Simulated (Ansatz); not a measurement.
# C₂H₇NSi: a ladder of functionals and wavefunction methods

An exercise on one series of results from a longer session: the logs are not shown, and one member is left open.

Computed with Ansatz 0.2.0, Gaussian basis. Level: functionals in def2-TZVPP, the program's frozen cores in correlated methods.

Plan: LDA (SPW92), PBE-D4, revPBE-D4, BLYP-D4, r2SCAN-D4, B97M-V, PBE0-D4, B3LYP-D4, r2SCANh-D4, r2SCAN0-D4, HSE06-D4, BHLYP-D4, CAM-B3LYP-D4, LC-ωPBE, ωB97X-V, ωB97M-V, B2PLYP, PBE-QIDH; CCSD(T)/def2-SVP; CCSD(T)/def2-TZVPP; CCSD(T)/def2-QZVPP; extrapolation to the limit; RPA on PBE.

### Structure used throughout

All runs share one geometry, relaxed beforehand with PBE0-D4 in a triple-zeta def2 set.

SMILES `C=CN[SiH3]`, 11 atoms, charge 0, spin multiplicity 1.

Atoms are counted from 1 here; the program's logs count them from 0.

Bond lengths: C1–C2 1.332 Å, C1–H5 1.085 Å, C1–H6 1.080 Å, C2–N3 1.382 Å, C2–H7 1.088 Å, N3–Si4 1.728 Å, N3–H8 1.009 Å, Si4–H9 1.484 Å, Si4–H10 1.490 Å, Si4–H11 1.485 Å. Angles: C2–C1–H5 122.0°, C2–C1–H6 120.2°, H5–C1–H6 117.8°, C1–C2–N3 126.7°, C1–C2–H7 119.6°, N3–C2–H7 113.8°, C2–N3–Si4 125.6°, C2–N3–H8 114.5°, Si4–N3–H8 119.2°, N3–Si4–H9 106.8°, N3–Si4–H10 113.8°, N3–Si4–H11 108.6°, H9–Si4–H10 108.7°, H9–Si4–H11 111.3°, H10–Si4–H11 107.8°.

As a file:

```
atom     x (Å)     y (Å)     z (Å)
  C1  -0.32060   2.12737  -0.17553
  C2  -0.42428   0.83837   0.14427
  N3   0.30688  -0.20544  -0.38962
 Si4   0.31501  -1.83078   0.19785
  H5   0.39620   2.48202  -0.90839
  H6  -0.96511   2.85694   0.29318
  H7  -1.15578   0.52683   0.88666
  H8   0.98066   0.06954  -1.08816
  H9   0.89395  -2.67325  -0.87780
 H10   1.12130  -2.01816   1.43657
 H11  -1.08304  -2.23055   0.50158
```

Set-up of the first run:

Input file in.yaml:

```yaml
crystal:
  periodic: [false, false, false]
  atoms:
    - {symbol: C, position_ang: [-0.320604, 2.127372, -0.175533]}
    - {symbol: C, position_ang: [-0.424283, 0.838368, 0.144269]}
    - {symbol: N, position_ang: [0.306884, -0.205437, -0.389620]}
    - {symbol: Si, position_ang: [0.315015, -1.830775, 0.197851]}
    - {symbol: H, position_ang: [0.396198, 2.482023, -0.908389]}
    - {symbol: H, position_ang: [-0.965109, 2.856943, 0.293181]}
    - {symbol: H, position_ang: [-1.155777, 0.526831, 0.886658]}
    - {symbol: H, position_ang: [0.980660, 0.069536, -1.088161]}
    - {symbol: H, position_ang: [0.893949, -2.673253, -0.877805]}
    - {symbol: H, position_ang: [1.121304, -2.018161, 1.436571]}
    - {symbol: H, position_ang: [-1.083036, -2.230548, 0.501578]}
basis:
  gaussian: {orbitals: def2-TZVPP}
hamiltonian: {xc: lda}
output: {orbitals: {seedname: orbitals}}
```

Started as:

```bash
ansatz run in.yaml --threads 2 --pin off --events-out ev --progress --plain --max-ram 22528MiB --backend cpu
```

Steps of the session up to this table: LDA; PBE-D4 (GGA); revPBE-D4 (GGA); BLYP-D4 (GGA); r2SCAN-D4 (meta-GGA); B97M-V (meta-GGA); PBE0-D4 (hybrid); B3LYP-D4 (hybrid); r2SCANh-D4 (hybrid); r2SCAN0-D4 (hybrid); HSE06-D4 (hybrid); BHLYP-D4 (hybrid); CAM-B3LYP-D4 (range-separated); LC-ωPBE (range-separated); ωB97X-V (range-separated); ωB97M-V (range-separated); B2PLYP (double hybrid); PBE-QIDH (double hybrid).

One of the session's tables, all rows but one given; the rest of the session is left out.

It belongs to the step «Frontier levels by functional». 

| functional | HOMO (eV) | LUMO (eV) | gap (eV) |
| --- | --- | --- | --- |
| LDA (SPW92) | -5.22 | -0.77 | 4.45 |
| PBE-D4 | -5.05 | -0.54 | 4.52 |
| revPBE-D4 | -4.99 | -0.43 | 4.56 |
| BLYP-D4 | -4.90 | -0.42 | 4.48 |
| r2SCAN-D4 | -5.24 | -0.12 | 5.11 |
| B97M-V | -5.31 | -0.38 | 4.93 |
| PBE0-D4 | ? | ? | ? |
| B3LYP-D4 | -5.94 | 0.09 | 6.03 |
| r2SCANh-D4 | -5.66 | 0.19 | 5.84 |
| r2SCAN0-D4 | -6.29 | 0.61 | 6.90 |
| HSE06-D4 | -5.76 | -0.05 | 5.70 |
| BHLYP-D4 | -7.13 | 1.13 | 8.26 |
| CAM-B3LYP-D4 | -7.45 | 1.26 | 8.71 |
| LC-ωPBE | -8.79 | 2.46 | 11.25 |
| ωB97X-V | -8.42 | 2.30 | 10.72 |
| ωB97M-V | -8.35 | 1.93 | 10.28 |

**Question.** Estimate the row for PBE0-D4.

As computed: HOMO (eV): -6.15; LUMO (eV): 0.32; gap (eV): 6.47. In the column «HOMO (eV)» it lies between r2SCAN0-D4 (-6.29) and B3LYP-D4 (-5.94).
